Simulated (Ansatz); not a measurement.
# F2GeH4Si: the cost of one run

The runs use Ansatz 0.2.0, Gaussian basis; the settings change from run to run.

### Step 1. The geometry

The geometry comes from an earlier relaxation with PBE0-D4 in a triple-zeta def2 set; it is a stationary point, not always the lowest conformer.

SMILES `F[SiH](F)[GeH3]`, 8 atoms, charge 0, spin multiplicity 1.

Atoms are counted from 1 here; the program's logs count them from 0.

Bond lengths: F1–Si2 1.592 Å, Si2–F3 1.592 Å, Si2–Ge4 2.377 Å, Si2–H5 1.481 Å, Ge4–H6 1.536 Å, Ge4–H7 1.535 Å, Ge4–H8 1.536 Å. Angles: F1–Si2–F3 107.0°, F1–Si2–Ge4 109.5°, F1–Si2–H5 107.4°, F3–Si2–Ge4 109.5°, F3–Si2–H5 107.4°, Ge4–Si2–H5 115.8°, Si2–Ge4–H6 109.5°, Si2–Ge4–H7 110.3°, Si2–Ge4–H8 109.5°, H6–Ge4–H7 109.3°, H6–Ge4–H8 108.8°, H7–Ge4–H8 109.3°.

### Step 2. CAM-B3LYP/x2c-TZVPPall

Set apart from the defaults: coordinates scaled by 0.92, D3(BJ) dispersion, high accuracy, the search for lower states set to full.

in.yaml reads:

```yaml
crystal:
  periodic: [false, false, false]
  atoms:
    - {symbol: F, position_ang: [1.197699, -1.305140, 1.101649]}
    - {symbol: Si, position_ang: [1.048748, -0.116506, 0.258384]}
    - {symbol: F, position_ang: [1.824478, -0.355505, -0.961145]}
    - {symbol: Ge, position_ang: [-1.059382, 0.151290, -0.258820]}
    - {symbol: H, position_ang: [1.634343, 0.923847, 0.915268]}
    - {symbol: H, position_ang: [-1.812358, 0.358414, 0.918904]}
    - {symbol: H, position_ang: [-1.547735, -0.990497, -0.930303]}
    - {symbol: H, position_ang: [-1.201060, 1.281475, -1.095182]}
basis:
  gaussian: {orbitals: x2c-TZVPPall}
hamiltonian: {xc: {name: CAM-B3LYP}, dispersion: d3bj}
accuracy: high
scf: {lower_state_search: full}
```

Run with:

```console
> ansatz run in.yaml --threads 4 --pin off --events-out ev --progress --plain --max-ram 10444MiB
```

Q: Estimate wall time and peak memory on 4 threads of INTEL XEON PLATINUM 8581C at 2.30GHz, shared host.

About 6 s, with a peak of 1.4 GiB.
